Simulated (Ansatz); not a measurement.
# GeW: relaxation of cell and atoms with PBE

The system is GeW.

```xyz
2
Lattice="0.0000 2.5776 2.5776 2.5776 0.0000 2.5776 2.5776 2.5776 0.0000" Properties=species:S:1:pos:R:3 pbc="T T T"
Ge    2.5776    2.5776    2.5776
W     0.0000    0.0000    0.0000
```

The cell was built by a generator and needn't be a form met in nature.

```json
{
  "Program": "Ansatz 0.2.0",
  "Task": "relaxation of cell and atoms",
  "Functional": "PBE",
  "Potentials or basis": "Ansatz PAW",
  "Cutoff": "420 eV (not typed: the program's choice for these potentials)",
  "k mesh": "9 × 9 × 9",
  "Occupations": "fermi-dirac, width 0.05 eV",
  "Spin": "no spin polarisation"
}
```

```yaml
Relaxed_volume: 17.15 Å³/atom
Relaxed_cell: a = 3.647 Å, b = 3.647 Å, c = 3.647 Å, α = 60.00°, β = 60.00°, γ = 60.00°
Space_group_after_relaxing_to_0.05_Å: Fm-3m (No. 225)
Energy_gained_by_relaxing: 0.0 meV/atom
Ionic_steps: 4
Pressure_after_relaxing: 0.0 GPa
Band_gap_on_the_k_mesh: none (metal or under the smearing width)
```

Final structure:
```
Ge W
1.0
     0.00000    2.57859    2.57859
     2.57859    0.00000    2.57859
     2.57859    2.57859    0.00000
Ge W
1 1
Direct
  0.50000 0.50000 0.50000
  0.00000 0.00000 0.00000
```

Levels at points of the mesh, in eV from the Fermi level:
```csv
k point,band 12,band 13,band 14,band 15,band 16,band 17
"(0.00, 0.00, 0.00)",-1.61,-1.61,-0.87,-0.87,2.43,2.43
```

It took 2.4 s on 2 threads of Arm Neoverse V2, on a shared host, peak memory 0.32 GiB.

Caveat: the plane-wave basis is chosen anew once the cell has moved, so the energies of steps on either side of that aren't comparable. Spin-orbit coupling is left out, which matters for the levels of W.
